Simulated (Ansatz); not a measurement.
# GePH (triplet): the correlation ladder, cc-pVDZ

How much of the correlation energy of GePH (triplet) does each wave-function method recover here?

The runs use Ansatz 0.2.0, Gaussian basis; cc-pVDZ, core rule «outside noble gas», up to 19 orbitals frozen.

To be run: UHF; CCSD(T) on ROHF; CCSD(T) on UHF; BCCD(T) on ROHF; CISD; CCSDT(Q) on ROHF; CCSDT(Q) on UHF; CASSCF and MRCISD+Q, 10 electrons in 9 orbitals; CASSCF and NEVPT2, 10 electrons in 9 orbitals.

17 further runs of the same task are left out: 4 that didn't finish, 13 set aside as unsound or not needed.

**1. What is computed**

The geometry is a PBE0/def2-TZVP stationary point (not a proven minimum). No spin-orbit coupling is included. The filled d shell of Ge may be among the frozen orbitals whatever the setting's name suggests; the logs give the count.

3 atoms, charge 0, spin multiplicity 3.

Atoms are counted from 1 here; the program's logs count them from 0.

Bond lengths: Ge1–P2 2.321 Å, Ge1–H3 1.598 Å. Angles: P2–Ge1–H3 92.4°.

Coordinates:

```xyz
3
charge 0, multiplicity 3
Ge    0.0000   -0.0317    0.6858
P     0.0000    0.0234   -1.6341
H     0.0000    1.5630    0.7900
```

**2. UHF**

The input, in.yaml:

```yaml
crystal:
  periodic: [false, false, false]
  atoms:
    - {symbol: Ge, position_ang: [0.000000, -0.031660, 0.685831]}
    - {symbol: P, position_ang: [0.000000, 0.023387, -1.634127]}
    - {symbol: H, position_ang: [0.000000, 1.562951, 0.790027]}
basis:
  gaussian: {orbitals: cc-pVDZ}
magnetization: {spin_polarized: true, initial_magnetization: 2}
hamiltonian: {xc: hf}
output: {orbitals: {seedname: orbitals}}
```

Run with:

```console
> ansatz run in.yaml --threads 1 --pin off --events-out ev --progress --plain --max-ram 2393MiB
```

After this run come: CCSD(T) on ROHF; CCSD(T) on UHF; BCCD(T) on ROHF; CISD; CCSDT(Q) on ROHF; CCSDT(Q) on UHF; CASSCF and MRCISD+Q, 10 electrons in 9 orbitals; CASSCF and NEVPT2, 10 electrons in 9 orbitals.

Before running them: what should the planned runs give, taken together? Wanted: UCCSDT(Q) below the RHF energy; RMP2 from UCCSDT(Q); UMP2 from UCCSDT(Q); RCCSD from UCCSDT(Q); RCCSD(T) from UCCSDT(Q); UCCSD(T) from UCCSDT(Q); RCCSDT(Q) from UCCSDT(Q); NEVPT2 valence from UCCSDT(Q); MRCISD+Q valence from UCCSDT(Q).

The runs gave:

```
                         quantity                                        value
   UCCSDT(Q) below the RHF energy                                   -5.4432 eV
              RMP2 from UCCSDT(Q)                                  +1212.4 meV
              UMP2 from UCCSDT(Q)                                  +1238.0 meV
             RCCSD from UCCSDT(Q)                                   +211.7 meV
          RCCSD(T) from UCCSDT(Q)                                    +49.9 meV
          UCCSD(T) from UCCSDT(Q)                                    +50.1 meV
         RCCSDT(Q) from UCCSDT(Q)                                     +0.9 meV
    NEVPT2 valence from UCCSDT(Q)                                   +992.8 meV
  MRCISD+Q valence from UCCSDT(Q)                                    +26.5 meV
levels within 1 kcal/mol (43 meV)  RCCSDT, UCCSDT, RCCSDT(Q), MRCISD+Q valence
                    T1 diagnostic                                        0.028
   effectively unpaired electrons                                         2.05
```

RCCSD(T) lands +49.9 meV from the yardstick (0.9 % of the correlation energy). One determinant dominates. Of the multireference levels listed MRCISD+Q valence comes nearest in total energy (+26.5 meV), which doesn't show that its space is the better one. Coupled cluster took another determinant than the lowest Hartree-Fock one. These misses are within one basis, not against nature; the frozen cores of restricted and unrestricted runs differ, which can shift their rows.
